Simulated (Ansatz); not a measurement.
# Sn (Sn (100), 4 layers): how the settings move a single-point run

Aim: see which settings change the result for Sn (Sn (100), 4 layers), by how much, and at what cost.

Program: Ansatz 0.2.0. Level of theory: reference: DFT, PBE, all-electron LAPW, scalar-relativistic. These are calculated values, not measurements.

## Step 1: Starting point

Symmetry: Pmma, No. 51, orthorhombic system. Conventional cell: a = 4.706 Å, b = 4.706 Å, c = 20.992 Å, α = 90.00°, β = 90.00°, γ = 90.00°. Around Sn (site symmetry mm2) lie 2 Sn at 2.88 Å. Around Sn (site symmetry mm2) lie 4 Sn at 2.88 Å.

Structure file:

```
CELL_PARAMETERS angstrom
4.70646 0.00000 0.00000
0.00000 4.70646 0.00000
0.00000 0.00000 20.99200
ATOMIC_POSITIONS crystal
Sn 0.00000 0.25000 0.38110
Sn 0.50000 0.25000 0.46037
Sn 0.50000 0.75000 0.53963
Sn 0.00000 0.75000 0.61890
```

## Step 2: The reference run

Contents of input.yaml:

```yaml
crystal:
  lattice:
    - [4.7064645918, 0.0, 0.0]
    - [0.0, 4.7064645918, 0.0]
    - [0.0, 0.0, 20.992]
  atoms:
    - { symbol: Sn, position: [0.0, 0.25, 0.3810985246] }
    - { symbol: Sn, position: [0.5, 0.25, 0.4603661749] }
    - { symbol: Sn, position: [0.5, 0.75, 0.5396338251] }
    - { symbol: Sn, position: [0.0, 0.75, 0.6189014754] }
kpoints:
  mp_grid: { grid: [7, 7, 1] }
scf:
  occupations: { method: fermi_dirac, width: 0.02 }
hamiltonian:
  xc: pbe
  pseudopotentials: { kind: all_electron, lapw: { basis_error: 0.001 } }
output:
  forces: true
  stress: true
  eigenvalues: true
  populations: true
  dos: { projected: true, de: 0.2, e_range: [-14, 8] }
efield:
  axis: 3
  amplitude: 0
  dipole_correction: true
```

Launch:

```bash
$ ansatz run input.yaml --threads 2 --pin off --max-ram 4096MiB --backend cpu --events-out ev --progress --plain --runs-dir out
```

## Step 3: Changed: occupations.method methfessel_paxton, occupations.width 0.001, preconditioner resta

input.yaml: that of step 2 with these lines changed.

```diff
@@ -13,3 +13,4 @@
 scf:
-  occupations: { method: fermi_dirac, width: 0.02 }
+  occupations: { method: methfessel_paxton, width: 0.001 }
+  mixing: { preconditioner: resta }
 hamiltonian:
@@ -22,3 +23,2 @@
   populations: true
-  dos: { projected: true, de: 0.2, e_range: [-14, 8] }
 efield:
```

Before running it: what results should come out? Wanted: for each run, ending; energy change; gap; force.

The runs gave:

```tsv
run	ending	energy change	gap (eV)	force (eV/Å)	cycles	time
reference	converged	0	0.00	0.22	9	79 s
1: occupations.method methfessel_paxton, occupations.width 0.001, preconditioner resta	converged	+0.4 meV/atom (σ→0)	0.00	0.24	10	86 s
```

Times don't compare one to one where runs were asked for different outputs or read a saved state (see the inputs); cycles may leave out searches for a lower state.

Residual by cycle in the longest SCF loop of each run; runs are numbered as in the table. The quantity is the density residual dr2, in eV.

```tsv
cycle	reference	run 1
1	1.58	1.59
2	0.183	0.258
3	0.0506	0.0748
4	0.00504	0.00495
5	4.0e-4	5.6e-4
6	3.5e-5	2.9e-5
7	5.7e-6	3.2e-6
8	7.5e-7	7.1e-7
9	2.9e-8	8.6e-5
10	-	3.3e-8
```

Changing the smearing and mixing hardly moves the energy: +0.4 meV/atom.
